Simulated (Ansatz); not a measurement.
# Si2H6 + AsH3: a complex and its separated parts

Aim: how far the complex at one end of a reaction step lies below its separated, relaxed parts, level by level.

The runs use Ansatz 0.2.0, Gaussian basis; PBE0-D4/def2-TZVP structures, single points in def2-TZVPP, no counterpoise correction.

Levels: SPW92, PBE-D4, BLYP-D4, r2SCAN-D4, B97M-V, PBE0-D4, B3LYP-D4, r2SCAN0-D4, BHLYP-D4, CAM-B3LYP-D4, wB97X-V, wB97M-V, B2PLYP, PBE-QIDH, RPA on PBE, Hartree-Fock, MP2, CCSD, CCSD(T).

Cores are frozen in the correlated methods. Filled d shells of the heavier atoms are correlated. B3LYP uses VWN-RPA correlation. B2PLYP carries no dispersion term here.

94 further runs of the same task are left out: 94 set aside as unsound or not needed.

**1. Starting geometry**

The complex: 12 atoms, charge 0, spin multiplicity 1.

Atoms are counted from 1 here; the program's logs count them from 0.

Bond lengths: Si1–H2 1.489 Å, Si1–H3 1.487 Å, Si1–H4 1.486 Å, Si1–Si5 2.340 Å, Si5–H8 1.488 Å, Si5–H9 1.488 Å, Si5–H10 1.488 Å, H6–As7 1.521 Å, As7–H11 1.521 Å, As7–H12 1.522 Å. Angles: H2–Si1–H3 108.6°, H2–Si1–H4 108.8°, H2–Si1–Si5 109.8°, H3–Si1–H4 109.0°, H3–Si1–Si5 110.2°, H4–Si1–Si5 110.4°, Si1–Si5–H8 110.4°, Si1–Si5–H9 110.4°, Si1–Si5–H10 110.3°, H8–Si5–H9 108.6°, H8–Si5–H10 108.6°, H9–Si5–H10 108.6°, H6–As7–H11 92.1°, H6–As7–H12 92.3°, H11–As7–H12 92.2°.

As a file:

```mol
AsH9Si2
  3D, bonds by distance, orders not assigned

 12 10  0  0  0  0  0  0  0  0999 V2000
   -0.6035    0.3150    0.3008 Si  0  0
    0.8783    0.3261    0.1569 H   0  0
   -1.2007   -0.1610   -0.9752 H   0  0
   -0.9713   -0.6279    1.3895 H   0  0
   -1.3676    2.4699    0.7976 Si  0  0
    2.6764   -2.3739   -0.1117 H   0  0
    1.3984   -2.7928   -0.8223 As  0  0
   -0.7681    2.9511    2.0716 H   0  0
   -2.8489    2.4751    0.9385 H   0  0
   -0.9912    3.4133   -0.2897 H   0  0
    1.7401   -1.9608   -2.0491 H   0  0
    2.0581   -4.0341   -1.4068 H   0  0
  1  2  8  0
  1  3  8  0
  1  4  8  0
  1  5  8  0
  5  8  8  0
  5  9  8  0
  5 10  8  0
  6  7  8  0
  7 11  8  0
  7 12  8  0
M  END
```

Its parts: Si2H6 holds atoms 1, 2, 3, 4, 5, 8, 9, 10; AsH3 holds atoms 6, 7, 11, 12. Each part counts its atoms afresh in its own runs.

**2. Relaxing Si2H6 alone**

Contents of relax-a/in.yaml:

```yaml
crystal:
  periodic: [false, false, false]
  atoms:
    - {symbol: Si, position_ang: [-0.603540, 0.315002, 0.300807]}
    - {symbol: H, position_ang: [0.878321, 0.326075, 0.156918]}
    - {symbol: H, position_ang: [-1.200686, -0.160962, -0.975195]}
    - {symbol: H, position_ang: [-0.971278, -0.627889, 1.389516]}
    - {symbol: Si, position_ang: [-1.367604, 2.469903, 0.797636]}
    - {symbol: H, position_ang: [-0.768054, 2.951058, 2.071570]}
    - {symbol: H, position_ang: [-2.848854, 2.475088, 0.938509]}
    - {symbol: H, position_ang: [-0.991179, 3.413304, -0.289736]}
basis:
  gaussian: {orbitals: def2-TZVP}
hamiltonian: {xc: pbe0, dispersion: d4}
relax: {f_tol: 0.005, max_steps: 200}
```

Launch:

```console
$ ansatz run in.yaml --threads 8 --pin off --events-out ev --progress --plain --max-ram 19148MiB
```

The runs that follow: Relaxing AsH3 alone; SPW92/def2-TZVPP; PBE-D4/def2-TZVPP; BLYP-D4/def2-TZVPP; r2SCAN-D4/def2-TZVPP; B97M-V/def2-TZVPP; PBE0-D4/def2-TZVPP; B3LYP-D4/def2-TZVPP; r2SCAN0-D4/def2-TZVPP; BHLYP-D4/def2-TZVPP; CAM-B3LYP-D4/def2-TZVPP; wB97X-V/def2-TZVPP; wB97M-V/def2-TZVPP; B2PLYP/def2-TZVPP; PBE-QIDH/def2-TZVPP; RPA on PBE/def2-TZVPP; CCSD(T)/def2-TZVPP; Vibrations of Si2H6; Vibrations of AsH3.

What does the calculation give? Wanted: complex less parts, CCSD(T)/def2-TZVPP; with zero-point energy; largest T1 diagnostic.

The runs gave:

| quantity | value |
| --- | --- |
| complex less parts, CCSD(T)/def2-TZVPP | -0.049 eV |
| with zero-point energy | -0.029 eV |
| largest T1 diagnostic | 0.013 |

At CCSD(T) the complex lies 0.049 eV below its parts. Among the functionals r2SCAN0-D4 lands nearest to CCSD(T) (-0.002 eV) and SPW92 farthest (-0.046 eV). r2SCAN-D4, wB97X-V are as near within the digits shown. Mean unsigned error by rung: LDA 0.046, GGA 0.015, meta-GGA 0.003, hybrid 0.011, range-separated hybrid 0.003, double hybrid 0.029 eV. PBE-D4 gives a relative energy 0.022 eV too low, an error of 44 % of the reference. No counterpoise was applied, and triple zeta lacks some correlation, so the CCSD(T) reference has a basis error of its own, and close matches with it are partly luck.
